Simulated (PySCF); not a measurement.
# H6LaO3 (La(H2O)33+): the cost of one run

Program: PySCF 2.14.0. Level of theory: several levels, as the steps say, no spin–orbit coupling. These are calculated values, not measurements.

**1. The system as given**

10 atoms, charge 3, spin multiplicity 1.

Bond lengths: La1–O2 2.401 Å, La1–O5 2.401 Å, La1–O8 2.401 Å, O2–H3 0.986 Å, O2–H4 0.986 Å, O5–H6 0.986 Å, O5–H7 0.986 Å, O8–H9 0.986 Å, O8–H10 0.986 Å. Angles: O2–La1–O5 120.0°, O2–La1–O8 120.0°, O5–La1–O8 120.0°, La1–O2–H3 128.6°, La1–O2–H4 128.6°, H3–O2–H4 102.7°, La1–O5–H6 128.6°, La1–O5–H7 128.6°, H6–O5–H7 102.7°, La1–O8–H9 128.6°, La1–O8–H10 128.6°, H9–O8–H10 102.7°.

Coordinates:

```xyz
10

La    0.0000    0.0000    0.0000
O     2.4013    0.0000    0.0000
H     3.0168    0.7621    0.1095
H     3.0169   -0.7621   -0.1095
O    -1.2006    2.0796    0.0000
H    -2.1684    2.2316    0.1095
H    -0.8485    2.9937   -0.1095
O    -1.2006   -2.0796    0.0000
H    -0.8484   -2.9937    0.1095
H    -2.1684   -2.2316   -0.1095
```

Formal oxidation states: La +3. The 4f shell is empty and lies in the core potential. An earlier session relaxed this geometry at PBE0, La lcecp-1-SVP with ECP46, O def2-SVP, H def2-SVP (singlet, point group D3).

At PBE0 on the finer grid: E = -259.410647 Eh, HOMO -24.57 eV, LUMO -16.39 eV, Mulliken charge on La1 +2.08 e, largest force component 0.009 eV/Å. The large-core potential holds the 4f shell empty.

Levels to run: CAM-B3LYP; wB97X; PBE; BP86; PBE0, TZVP; PBE0, x2c-SVP. Hardware: 2 threads of Arm Neoverse V1, shared host.

**2. CAM-B3LYP**

Contents of run.py (the lines that set the calculation):

```python
mol = gto.M(atom='''
La     0.00000     0.00000     0.00000
O      2.40128     0.00001     0.00000
H      3.01685     0.76209     0.10947
H      3.01686    -0.76206    -0.10947
O     -1.20065     2.07957     0.00000
H     -2.16841     2.23162     0.10947
H     -0.84846     2.99371    -0.10947
O     -1.20063    -2.07958     0.00000
H     -0.84843    -2.99371     0.10947
H     -2.16839    -2.23164    -0.10947''',
    basis={'La': 'lcecp-1-SVP', 'O': 'def2-SVP', 'H': 'def2-SVP'},
    ecp={'La': 'lcecp-1-SVP'},
    charge=3, spin=0)
mf = dft.RKS(mol, xc='CAMB3LYP')
mf.grids.atom_grid = (75, 302)  # f atoms: unpruned, at least (60, 302)
mf = mf.density_fit()  # fitting sets: La AutoAux, O def2-universal-JKFIT, H def2-universal-JKFIT
mf.conv_tol = 1e-08; mf.max_cycle = 55
mf.kernel(dm0)  # dm0: the density of the relaxed state
```

Command:

```sh
OMP_NUM_THREADS=2 python run.py
```

**Question.** How long does this run take on 2 threads of Arm Neoverse V1, shared host?

About 6.8 s.
